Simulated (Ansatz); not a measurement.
# GaN: the cost of one run

Method: DFT LDA, frozen-core PAW, scalar-relativistic unless said, in Ansatz 0.2.0.

The COD entry's cell or inner coordinates are ideal or old and differ from later refinements, so a difference from it is no clean test against experiment.

1 further run of the same task is left out (set aside as unsound or not needed).

### Step 1. The starting structure

Symmetry: P6_3mc, No. 186, hexagonal system. Conventional cell: a = 3.180 Å, b = 3.180 Å, c = 5.166 Å, α = 90.00°, β = 90.00°, γ = 120.00°. Ga (site symmetry 3m) is surrounded by 4 N at 1.94 to 1.95 Å. Around N (site symmetry 3m) lie 4 Ga at 1.94 to 1.95 Å.

As a file:

```
CELL_PARAMETERS angstrom
3.18000 0.00000 0.00000
-1.59000 2.75396 0.00000
0.00000 0.00000 5.16600
ATOMIC_POSITIONS crystal
Ga 0.33333 0.66667 0.00000
Ga 0.66667 0.33333 0.50000
N 0.33333 0.66667 0.37500
N 0.66667 0.33333 0.87500
```

Cartesian axes are those of the input's lattice vectors. The structure goes back to a database entry.

### Step 2. Cell and atoms relaxed, PAW

input.yaml

```yaml
crystal:
  lattice:
    - [3.17999999999, 0.0, 0.0]
    - [-1.58999999999, 2.75396078402, 0.0]
    - [0.0, 0.0, 5.166]
  atoms:
    - { symbol: Ga, position: [0.333333333333, 0.666666666667, 0.0] }
    - { symbol: Ga, position: [0.666666666667, 0.333333333333, 0.5] }
    - { symbol: "N", position: [0.333333333333, 0.666666666667, 0.375] }
    - { symbol: "N", position: [0.666666666667, 0.333333333333, 0.875] }
kpoints:
  mp_grid: { grid: [12, 12, 6] }
scf:
  occupations: { method: fermi_dirac, width: 0.1 }
hamiltonian:
  xc: lda
  pseudopotentials: { kind: paw }
relax:
  f_tol: 0.002
  max_steps: 80
  cell: {}
output:
  forces: true
  stress: true
```

Started as:

```sh
> ansatz run input.yaml --threads 1 --pin off --max-ram 3072MiB --backend cpu --events-out ev --progress --plain --runs-dir out
```

**Question.** How long does this run take on 1 thread of Arm Neoverse V2, shared host, and how much memory does it need?

About 42 s, with a peak of 0.35 GiB.
